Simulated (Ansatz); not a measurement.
Here is an Ansatz 0.2.0 calculation.

File input.yaml:

```yaml
crystal:
  lattice:
    - [4.72242, -2.73688, 0.00204]
    - [4.72242, 2.73688, 0.00204]
    - [-3.17796, 0.0, 4.47]
  atoms:
    - { symbol: Na, position: [0.25021, 0.25021, 0.74459] }
    - { symbol: La, position: [0.75117, 0.75117, 0.25707] }
    - { symbol: Mn, position: [0.49918, 0.49918, 0.49917], spin: 4.0 }
    - { symbol: Mo, position: [0.0011, 0.0011, 0.00114], spin: 1.0 }
    - { symbol: O, position: [0.28503, 0.78106, 0.2852] }
    - { symbol: O, position: [0.78106, 0.28503, 0.2852] }
    - { symbol: O, position: [0.25187, 0.25187, 0.18775] }
    - { symbol: O, position: [0.74777, 0.74777, 0.81124] }
    - { symbol: O, position: [0.21883, 0.71407, 0.71525] }
    - { symbol: O, position: [0.71407, 0.21883, 0.71525] }
hamiltonian:
  xc: pbe
  pseudopotentials: { kind: paw }
  dispersion: d3bjatm
magnetization:
  spin_polarized: true
kpoints:
  mp_grid: { grid: [5, 5, 5] }
scf:
  occupations: { method: fermi_dirac, width: 0.05 }
output:
  forces: true
  stress: true
  eigenvalues: true
relax:
  f_tol: 0.01
  max_steps: 40
  cell: { stress_tol: 0.05 }
```

Potentials or basis: Ansatz PAW.

Command:

```bash
$ ansatz run input.yaml --threads 8 --pin off --max-ram 20480MiB --backend cpu --events-out ev --progress --plain --runs-dir out
```

(1) Predict the relaxed volume.

(2) Predict the absolute moment.

(3) What does it give for the space group after relaxing (to 0.05 Å)?

(4) What does it give for the relaxed cell?

## Answers

(1) 11.49 Å³/atom.

(2) 3.63 μB per cell.

(3) Cm (No. 8).

(4) a = 5.446 Å, b = 5.446 Å, c = 5.482 Å, α = 120.17°, β = 120.17°, γ = 60.27°.

Caveat: the pressure holds a Pulay correction of +0.6 GPa for the finite cutoff; a cell with one magnetic atom can't hold antiferromagnetic order, which such compounds often take; semilocal functionals often make such compounds metallic where correlation or magnetic order opens a gap, which also shifts bond lengths; pairwise dispersion overbinds metals, which lowers pressure and volume; the starting moments weren't kept.
